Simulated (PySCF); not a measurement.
# C3H7FOSi: the cost of one run

Computed with PySCF 2.14.0, with density-fitted response routines of our own, on a single molecule in the gas phase. Atoms are numbered from 0 throughout.

**1. The starting structure**

13 atoms, charge 0, multiplicity 1; geometry from: GFN2-xTB. The atoms were then displaced at random by about 0.01 Å, so the start is not that level's minimum.

Bonds of the start (Å): C0–Si1 1.87, Si1–O2 1.65, O2–C3 1.47, C3–C4 1.53, C4–F5 1.38, C4–Si1 1.93, C0–H6 1.07, C0–H7 1.09, C0–H8 1.13, Si1–H9 1.46, C3–H10 1.10, C3–H11 1.06, C4–H12 1.09.

**2. Geometry optimisation at PBE0-D3(BJ)/def2-SVP**

Job settings and geometry (Å):

```
{"job": {"xc": "PBE0", "basis": "def2-SVP", "d3": "d3bj", "grid": 1, "shake": 0.01, "kind": "geom"}, "charge": 0, "multiplicity": 1}
C     -2.040660    -0.189630    -0.134720
Si    -0.372510     0.555700    -0.550370
O      0.681780    -0.504870    -1.255690
C      1.690630    -0.542280    -0.187390
C      1.005060     0.415940     0.791920
F      0.669200    -0.183710     1.993620
H     -1.974310    -0.990140     0.566570
H     -2.523370    -0.532300    -1.044580
H     -2.712930     0.593940     0.313440
H     -0.367900     1.848330    -1.222280
H      1.720740    -1.562770     0.216180
H      2.635080    -0.219350    -0.549510
H      1.595010     1.294260     1.052500
```

On the command line:

```sh
$ OMP_NUM_THREADS=1 python probes_run.py task.json out
```

One launch serves the whole session: the jobs run in the order shown.

Q: Estimate the wall time and peak memory of this first job on 1 thread of Arm Neoverse V1, shared host.

About 38 s, with a peak of 0.57 GiB.
